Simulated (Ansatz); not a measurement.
H₇N₂PSi, SMILES N[SiH](N)P: vertical energies of changing the electron count, run with the Python package of Ansatz (0.2.0).

`h7n2psi_ip.py`
```python
"""Removing and adding an electron on H7N2PSi at fixed geometry."""

import ansatz as az


def energy_of(molecule, charge=0, unpaired=0):
    calc = (
        molecule.calculation()
        .basis(gaussian="def2-SVPD")
        .functional("hf")
    )
    if charge:
        calc = calc.charge(charge)
    if unpaired:
        calc = calc.spin("collinear", total=unpaired)
    report = calc.run().report
    if report["published_state_doubts"]:
        print("  doubts:", report["published_state_doubts"])
    return report["free_energy_ev"]

molecule = (
    az.Crystal.molecule()
    .atom("N", (-0.0393, 1.2079, 0.7927))
    .atom("Si", (-0.4183, 0.1211, -0.4236))
    .atom("N", (-1.1973, -0.9973, 0.5511))
    .atom("P", (1.4093, -0.7602, -1.1794))
    .atom("H", (0.3259, 0.6688, 1.5734))
    .atom("H", (0.7127, 1.8193, 0.4919))
    .atom("H", (-1.3467, 0.7069, -1.3976))
    .atom("H", (-1.6429, -1.6995, -0.0322))
    .atom("H", (-1.9524, -0.5104, 1.0271))
    .atom("H", (2.1077, 0.434, -1.4666))
    .atom("H", (2.0414, -0.9907, 0.0631))
)

# total-energy differences at one geometry
parent = energy_of(molecule, 0, 0)
cation = energy_of(molecule, 1, 1)
print(f"E(N)   = {parent:.5f} eV")
print(f"E(N-1) = {cation:.5f} eV  (1 unpaired)")
print(f"vertical ionisation energy {cation - parent:.3f} eV")
anion = energy_of(molecule, -1, 1)
print(f"E(N+1) = {anion:.5f} eV  (1 unpaired)")
print(f"vertical electron affinity {parent - anion:.3f} eV" + ("" if anion < parent else " (unbound in this basis)"))
print(f"fundamental gap IP - EA = {cation + anion - 2 * parent:.3f} eV")
```

What does it cost to change the electron count at this fixed geometry?

At this unrelaxed geometry removing an electron costs 8.14 eV and an added one is unbound in this basis (by 2.30 eV).

The run itself:

```console
$ python h7n2psi_ip.py
E(N)   = -20202.02919 eV
E(N-1) = -20193.88612 eV  (1 unpaired)
vertical ionisation energy 8.143 eV
E(N+1) = -20199.72769 eV  (1 unpaired)
vertical electron affinity -2.302 eV (unbound in this basis)
fundamental gap IP - EA = 10.445 eV
```

Reading the output:
- These settings explore the input space; basis and method may be short of convergence.
- The geometry is a force-field or estimated start, not a minimum of this method, and the basis set is short of its limit. All parts are taken at fixed geometry, without zero-point energy. At an unrelaxed start these energies can be a whole eV from those at the minimum, and a small affinity can change sign.
- Hartree-Fock leaves correlation out, so bond, atomisation and ionisation energies come out well too low.
- A negative electron affinity means that the anion is unbound here; its size hangs on the basis and tends to about zero as the basis grows, and so does its part in any gap built on it.
- The whole script took 45 s on 1 thread of Intel(R) Xeon(R) Processor @ 2.30GHz, with other jobs on the host, peak memory 0.66 GiB.
